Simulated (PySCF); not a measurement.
# C₂H₅BF₅PSi: magnetic properties

Aim: compute the magnetic properties of C₂H₅BF₅PSi (`BP[SiH2]C(F)(F)C(F)(F)F`).

Computed with PySCF 2.14.0 and routines of our own; the level stands in each step. Atoms count from 0.

## 1. The starting structure

15 atoms, charge 0, multiplicity 1; geometry from: GFN2-xTB.

## 2. Magnetic properties: GIAO PBE0/pcSseg-1

Job settings and geometry (Å):

```
{"job": {"kind": "mag", "xc": "PBE0", "basis": "pcSseg-1", "isotopologues": 0}, "charge": 0, "multiplicity": 1}
B      3.403829    -0.216601    -0.012688
P      1.929110     0.501168    -0.824648
Si     0.213593    -0.635810    -0.041547
C     -1.259983     0.624678    -0.192002
F     -1.014800     1.634263    -1.069292
F     -1.493236     1.227351     1.007531
C     -2.532309    -0.087959    -0.620542
F     -2.754141    -1.140827     0.182132
F     -3.633048     0.659420    -0.605331
F     -2.395661    -0.574589    -1.859940
H      4.273169     0.461364     0.367069
H      3.507757    -1.380637     0.000583
H      1.767904     1.756448    -0.263207
H     -0.079073    -1.744754    -0.947707
H      0.062474    -1.075525     1.352021
```

With the program's defaults for keys left out, this is: GIAO PBE0/pcSseg-1 magnetisability, rotational g tensor and spin-rotation constants, non-relativistic, gas phase.

The run is started by

```
$ OMP_NUM_THREADS=1 python excited_run.py task.json out
```

This one command runs all jobs of the session in turn.

Log:

```text
coarse grid: 15040 points
cycle   1  E = -1232.8978508841  dE =  1.402e+00  |g| = 1.095e+00  |ddm| = 3.444e+00
cycle   2  E = -1232.6038487951  dE =  2.940e-01  |g| = 1.784e+00  |ddm| = 1.487e+00
cycle   3  E = -1233.1018388795  dE = -4.980e-01  |g| = 5.979e-02  |ddm| = 9.430e-01
cycle   4  E = -1233.1022344607  dE = -3.956e-04  |g| = 4.225e-02  |ddm| = 7.002e-02
cycle   5  E = -1233.1025344014  dE = -2.999e-04  |g| = 1.077e-02  |ddm| = 2.883e-02
cycle   6  E = -1233.1025505544  dE = -1.615e-05  |g| = 2.194e-03  |ddm| = 7.206e-03
cycle   7  E = -1233.1025513987  dE = -8.444e-07  |g| = 5.492e-04  |ddm| = 2.270e-03
final grid: 142360 points
cycle   8  E = -1233.1912915477  dE = -5.985e-05  |g| = 7.300e-03  |ddm| = 2.547e-02
cycle   9  E = -1233.1912821785  dE =  9.369e-06  |g| = 1.058e-02  |ddm| = 1.190e-02
cycle  10  E = -1233.1913028025  dE = -2.062e-05  |g| = 6.113e-04  |ddm| = 6.628e-03
cycle  11  E = -1233.1913028669  dE = -6.431e-08  |g| = 2.900e-04  |ddm| = 7.660e-04
cycle  12  E = -1233.1913028857  dE = -1.880e-08  |g| = 8.295e-05  |ddm| = 3.521e-04
cycle  13  E = -1233.1913028875  dE = -1.866e-09  |g| = 1.781e-05  |ddm| = 1.188e-04
cycle  14  E = -1233.1913028876  dE = -5.753e-11  |g| = 4.381e-06  |ddm| = 1.742e-05
converged SCF energy = -1233.1913028876

Magnetisability tensor (1e-30 J/T^2)
    -1453.03       53.17      123.60
       53.17    -1377.35        4.84
      123.60        4.84    -1599.25
isotropic -1476.54   principal values   -1671.46  -1427.65  -1330.52
isotropic susceptibility -88.920 1e-6 cm^3/mol

Inertial axes            a          b          c
rot. const./GHz      1.9770     0.5386     0.5182
chi total           -86.972    -83.055    -96.732
chi diamagnetic    -677.941  -2141.496  -2229.766
chi paramagnetic    590.969   2058.442   2133.034
quadrupole/D A       -0.567      2.171     -1.604
g nuclear            0.5094     0.5087     0.5115
g electronic        -0.5489    -0.5209    -0.5193
g total             -0.0394    -0.0121    -0.0078

Spin-rotation constants (kHz, H = +C I.J)
atom  isotope        aa         bb         cc
  0    11B        0.802      0.296      0.075
  1    31P        2.017      0.703      0.555
  4    19F        3.024      0.362      0.247
  5    19F        2.853      0.277      0.402
  7    19F        2.860      0.504      0.645
  8    19F        2.043      0.662      0.558
  9    19F        3.049      0.605      0.492
 10     1H        0.068     -0.004     -0.043
 11     1H       -0.166      0.070     -0.056
 12     1H       -0.206      0.010     -0.048
 13     1H       -0.156     -0.004     -0.027
 14     1H       -0.178     -0.045      0.016
  2   29Si*      -1.080     -0.322     -0.311
  3    13C*       0.627      0.160      0.147
  6    13C*       0.626      0.159      0.158
* in the singly substituted isotopologue
```

Wall time 55 s (1 thread of Arm Neoverse V1, shared host); peak memory 0.95 GiB.

Key values:

| quantity | value |
| --- | --- |
| magnetisability | -1477·10⁻³⁰ J/T² |
| molar susceptibility | -88.9·10⁻⁶ cm³/mol |
| rotational g (a, b, c) | -0.0394, -0.0121, -0.0078 |

Orbitals, density, ELF and potential are computed afterwards from the orbital file.

Frontier orbitals at PBE0/pcSseg-1, with the share of their density that lies nearest to each atom:

| orbital | energy (eV) | lies on |
| --- | --- | --- |
| HOMO | -8.04 | P1 61 %; B0 15 %; H12 8 % |
| LUMO | -2.14 | B0 48 %; H10, H11 about 13 % each; P1 12 % |

ELF in a plane through or near 8 of the atoms.

Ten even steps from '0' (0.00) to '9' (1.00):
```
0000000000000000000000000000
0000000000000000000000000000
0000000000000000000000000000
0000000002530000000000000000
0000000019994013310000000000
0000110029995025420011000000
0003884019994014410055200000
0009999226872014430288500000
0019999566454254565375720000
0019999288588388398577820000
0004772246681619663234510000
0000268862251344116730000000
0000299990020102037761000000
0000399990023563048873000000
0000199980013673025651000000
0000048820001341001210000000
0000000000000000000000000000
0000000000000000000000000000
0000000000000000000000000000
0000000000000000000000000000
```
The map spans 13.8 Å across and 8.8 Å up, centred on the molecule. Atoms in the plane (x, y in Å): B0 (-3.4, -0.1), Si2 (-0.2, -0.6), C3 (1.3, 0.6), C6 (2.6, -0.1), F8 (3.7, 0.6), H10 (-4.3, 0.5), H11 (-3.5, -1.3), H12 (-1.7, 1.8).

On the surface of density 0.002 e/bohr³ the electrostatic potential runs, from the 1st to the 99th percentile, from -0.44 V near F5 to 1.50 V near H13.

## 3. Magnetic properties: GIAO wB97X-D/pcseg-1

The job, as its differences from that of step 2:

```diff
@@ -1,2 +1,2 @@
-{"job": {"kind": "mag", "xc": "PBE0", "basis": "pcSseg-1", "isotopologues": 0}, "charge": 0, "multiplicity": 1}
+{"job": {"kind": "mag", "xc": "wB97X-D", "basis": "pcseg-1", "scf": {"conv": 1e-08}}, "charge": 0, "multiplicity": 1}
 B      3.403829    -0.216601    -0.012688
```

Level: GIAO wB97X-D/pcseg-1 magnetisability, rotational g tensor and spin-rotation constants, non-relativistic, gas phase.

Log:

```text
final grid: 142360 points
cycle   1  E = -1233.5191538999  dE =  1.549e+00  |g| = 1.146e+00  |ddm| = 3.868e+00
cycle   2  E = -1233.4386215907  dE =  8.053e-02  |g| = 1.445e+00  |ddm| = 1.599e+00
cycle   3  E = -1233.7757251136  dE = -3.371e-01  |g| = 6.996e-02  |ddm| = 8.359e-01
cycle   4  E = -1233.7767501281  dE = -1.025e-03  |g| = 2.809e-02  |ddm| = 9.118e-02
cycle   5  E = -1233.7769231782  dE = -1.731e-04  |g| = 1.024e-02  |ddm| = 3.770e-02
cycle   6  E = -1233.7769436828  dE = -2.050e-05  |g| = 2.832e-03  |ddm| = 1.084e-02
cycle   7  E = -1233.7769462532  dE = -2.570e-06  |g| = 6.375e-04  |ddm| = 5.233e-03
cycle   8  E = -1233.7769465104  dE = -2.572e-07  |g| = 2.985e-04  |ddm| = 1.959e-03
cycle   9  E = -1233.7769465454  dE = -3.500e-08  |g| = 1.238e-04  |ddm| = 5.621e-04
cycle  10  E = -1233.7769465532  dE = -7.834e-09  |g| = 3.162e-05  |ddm| = 3.075e-04
converged SCF energy = -1233.7769465532

Magnetisability tensor (1e-30 J/T^2)
    -1458.55       51.82      121.20
       51.82    -1393.41        2.68
      121.20        2.68    -1601.66
isotropic -1484.54   principal values   -1672.86  -1436.56  -1344.21
isotropic susceptibility -89.401 1e-6 cm^3/mol

Inertial axes            a          b          c
rot. const./GHz      1.9770     0.5386     0.5182
chi total           -87.316    -84.019    -96.869
chi diamagnetic    -678.237  -2141.447  -2229.612
chi paramagnetic    590.921   2057.428   2132.743
quadrupole/D A       -0.117      2.034     -1.917
g nuclear            0.5094     0.5087     0.5115
g electronic        -0.5488    -0.5206    -0.5192
g total             -0.0394    -0.0119    -0.0077

Spin-rotation constants (kHz, H = +C I.J)
atom  isotope        aa         bb         cc
  0    11B        0.757      0.280      0.069
  1    31P        2.005      0.662      0.545
  4    19F        2.850      0.326      0.211
  5    19F        2.688      0.231      0.372
  7    19F        2.700      0.470      0.596
  8    19F        1.912      0.625      0.516
  9    19F        2.893      0.570      0.449
 10     1H        0.065     -0.005     -0.043
 11     1H       -0.167      0.068     -0.056
 12     1H       -0.209      0.008     -0.049
 13     1H       -0.160     -0.005     -0.028
 14     1H       -0.182     -0.045      0.015
  2   29Si*      -1.103     -0.326     -0.318
  3    13C*       0.612      0.157      0.143
  6    13C*       0.607      0.153      0.152
* in the singly substituted isotopologue
```

It took 48 s on 1 thread of Arm Neoverse V1, shared host; peak memory 0.83 GiB.

In short:

| quantity | value |
| --- | --- |
| magnetisability | -1485·10⁻³⁰ J/T² |
| molar susceptibility | -89.4·10⁻⁶ cm³/mol |
| rotational g (a, b, c) | -0.0394, -0.0119, -0.0077 |

## 4. Magnetic properties side by side

| level | ξ (10⁻³⁰ J/T²) | g(a) | g(b) | gap (eV) | functions | time |
| --- | --- | --- | --- | --- | --- | --- |
| GIAO PBE0/pcSseg-1 | -1477 | -0.0394 | -0.0121 | 5.90 | 209 | 55 s |
| GIAO wB97X-D/pcseg-1 | -1485 | -0.0394 | -0.0119 | 9.51 | 173 | 48 s |

## 5. Outcome

| quantity | value |
| --- | --- |
| magnetisability (step 2, GIAO PBE0/pcSseg-1) | -1477·10⁻³⁰ J/T² |
| molar susceptibility (step 2, GIAO PBE0/pcSseg-1) | -88.9·10⁻⁶ cm³/mol |
| rotational g (a, b, c) (step 2, GIAO PBE0/pcSseg-1) | -0.0394, -0.0121, -0.0078 |
| surface potential, 1st and 99th percentile | -0.44 V and 1.50 V |
| magnetisability over the levels | -1485 to -1477·10⁻³⁰ J/T² |

By nearest atom (PBE0/pcSseg-1), the HOMO sits on P1 61 %; B0 15 % and the LUMO on B0 48 %; H10, H11 about 13 % each. The magnetisability spreads by 0.5 % over 2 levels of like cost. Two levels can agree by chance, so this spread shows no convergence. Vibrational averaging and real surroundings are missing from these values.
